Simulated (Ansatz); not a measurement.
The system is MnHg.

```
Hg Mn
1.0
     3.28800    0.00000    0.00000
     0.00000    3.28800    0.00000
     0.00000    0.00000    3.31300
Hg Mn
1 1
Direct
  0.00000 0.00000 0.00000
  0.50000 0.50000 0.50000
```

| Property | Result |
| --- | --- |
| Program | Ansatz 0.2.0 |
| Task | single point |
| Functional | PBE |
| Potentials or basis | Ansatz PAW |
| Cutoff | 420 eV (not typed: the program's choice for these potentials) |
| k mesh | 8 × 8 × 8 |
| Occupations | fermi-dirac, width 0.05 eV |
| Spin | collinear spin, ferromagnetic start |
| Starting moments | [0.0, 4.0] μB |

On this cell: pressure 2.0 GPa; largest force under 0.003 eV/Å; net moment 3.88 μB per cell; site moments Hg -0.03; Mn +3.85 μB; band gap on the k mesh none (metal or under the smearing width).

The same run follows on a disturbed copy (atoms moved at random, drawn with an rms of 0.05 Å):

```
Hg Mn
1.0
     3.28800    0.00000    0.00000
     0.00000    3.28800    0.00000
     0.00000    0.00000    3.31300
Hg Mn
1 1
Direct
  0.00066 0.98308 0.99468
  0.50187 0.50692 0.50283
```

Problem. What changes?

Solution. The energy (extrapolated to zero smearing) moves by +5.9 meV/atom; pressure 2.2 GPa; largest force 0.284 eV/Å; net moment 3.88 μB per cell; site moments Hg -0.02; Mn +3.83 μB; band gap on the k mesh none (metal or under the smearing width).

Forces in eV/Å, atoms in the order of the input:
```
Hg   0.014  0.267  0.096
Mn  -0.014 -0.267 -0.096
```

Stress tensor (GPa, compression positive):
```
2.33 0.02 0.01
0.02 2.10 0.14
0.01 0.14 2.28
```
